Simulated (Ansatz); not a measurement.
**CH5BO2: molecular dynamics**

Aim: follow the molecule's vibrations and see whether its bonds hold. The start is relaxed first. Runs: 500 steps of 0.25 fs under a Nosé-Hoover thermostat, set from 500 K to 125 K by a schedule. SMILES of the start: CB(O)O.

Method: RKS B3LYP-D4/6-31G*, in Ansatz 0.2.0.

**1. Starting point**

Bond lengths: B1–C2 1.600 Å, C2–H3 1.110 Å, C2–H4 1.110 Å, C2–H5 1.110 Å, B1–O6 1.410 Å, O6–H7 1.010 Å, B1–O8 1.410 Å, O8–H9 1.010 Å. Angles: B1–C2–H3 109.5°, B1–C2–H4 109.5°, B1–C2–H5 109.5°, H3–C2–H4 109.4°, H3–C2–H5 109.4°, H4–C2–H5 109.4°, C2–B1–O6 120.0°, C2–B1–O8 120.0°, O6–B1–O8 120.0°, B1–O6–H7 109.5°, B1–O8–H9 109.5°.

Structure file:

```xyz
9

B     0.0000    0.0000    0.0000
C     0.0000    0.0000    1.6000
H    -0.9996   -0.3092    1.9705
H     0.7676   -0.7111    1.9705
H     0.2320    1.0203    1.9705
O     1.2211    0.0000   -0.7050
H     1.5209   -0.9519   -0.8599
O    -1.2211    0.0000   -0.7050
H    -1.7308   -0.8467   -0.4965
```

**2. Relaxing the start**

File input.yaml:

```yaml
crystal:
  periodic: [false, false, false]
  atoms:
    - { symbol: B, position_ang: [0.0, 0.0, 0.0] }
    - { symbol: C, position_ang: [0.0, 0.0, 1.6] }
    - { symbol: H, position_ang: [-0.9996, -0.3092, 1.9705] }
    - { symbol: H, position_ang: [0.7676, -0.7111, 1.9705] }
    - { symbol: H, position_ang: [0.232, 1.0203, 1.9705] }
    - { symbol: O, position_ang: [1.2211, 0.0, -0.705] }
    - { symbol: H, position_ang: [1.5209, -0.9519, -0.8599] }
    - { symbol: O, position_ang: [-1.2211, 0.0, -0.705] }
    - { symbol: H, position_ang: [-1.7308, -0.8467, -0.4965] }
basis:
  gaussian: { orbitals: "6-31G*" }
hamiltonian:
  xc: b3lyp
  dispersion: d4
relax:
  f_tol: 0.02
  max_steps: 40
```

Started as:

```bash
$ ansatz run input.yaml --threads 1 --pin off --max-ram 2048MiB --backend cpu --events-out ev --progress --plain --runs-dir out
```

The runs that follow: The run.

What does the calculation give? Wanted: relaxation of the start; temperature, first and last step; temperature, second half; potential energy, second half; largest change of the conserved energy; bonds formed or broken.

**Answer**, as computed:

```
                              quantity                          value
               relaxation of the start       32 moves, 1.145 eV lower
                                length           500 steps of 0.25 fs
      temperature, first and last step                  500 and 140 K
              temperature, second half  mean 260 K, from 130 to 423 K
         potential energy, second half    +25 meV/atom from the start
largest change of the conserved energy                  0.11 meV/atom
                bonds formed or broken                              0
```

What this shows: Under a schedule from 500 to 125 K over 125 fs, the atoms average 224 K over the last tenth of the run. Such a rate, of order 10^15 K/s, is far beyond any furnace or quench, and the atoms lag the set-point. The conserved energy strays from its start by at most 0.11 meV/atom, 0.4 % of the mean kinetic energy, so a step of 0.25 fs is short enough over this time. The bonds all hold. 125 fs on 9 atoms is far too short and small for converged averages. The nuclei move classically, without zero-point motion, which matters most for hydrogen.
